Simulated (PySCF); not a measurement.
# H8O2Si3: the cost of one run

Programs: PySCF 2.14.0, with density-fitted response routines of our own. Each step states its level of theory. These are calculated values for one molecule in the gas phase, unless marked as measured. Atoms are numbered from 0 throughout.

## 1. Starting geometry

13 atoms, charge 0, multiplicity 1; geometry from: GFN2-xTB. The atoms were then displaced at random by about 0.01 Å, so the start is not that level's minimum.

Bonds of the start (Å): O0–Si1 1.62, Si1–O2 1.59, O2–Si3 1.68, Si3–Si4 2.27, O0–H5 0.99, Si1–H6 1.45, Si1–H7 1.46, Si3–H8 1.49, Si3–H9 1.46, Si4–H10 1.46, Si4–H11 1.46, Si4–H12 1.47.

## 2. Relaxing the molecule at PBE0-D3(BJ)/def2-SVP

What the job is given:

```
{"job": {"xc": "PBE0", "basis": "def2-SVP", "d3": "d3bj", "grid": 1, "shake": 0.01, "kind": "geom"}, "charge": 0, "multiplicity": 1}
O     -1.449830     1.361870     0.579600
Si    -2.067530     0.048510    -0.146080
O     -0.819390    -0.914510    -0.387630
Si     0.785830    -1.344160    -0.136140
Si     2.095690     0.506910     0.006550
H     -2.044460     2.113420     0.818560
H     -2.985860    -0.641230     0.737450
H     -2.573890     0.368700    -1.472030
H      0.726800    -2.176140     1.097440
H      0.983560    -2.233010    -1.271760
H      3.298890     0.353580    -0.797170
H      1.493950     1.775040    -0.411600
H      2.562070     0.764140     1.372490
```

Launch:

```bash
$ OMP_NUM_THREADS=1 python probes_run.py task.json out
```

The driver reads the jobs from task.json and runs them one after another.

Q: Estimate the wall time and peak memory of this first job on 1 thread of Arm Neoverse V1, shared host.

About 90 s, with a peak of 0.51 GiB.
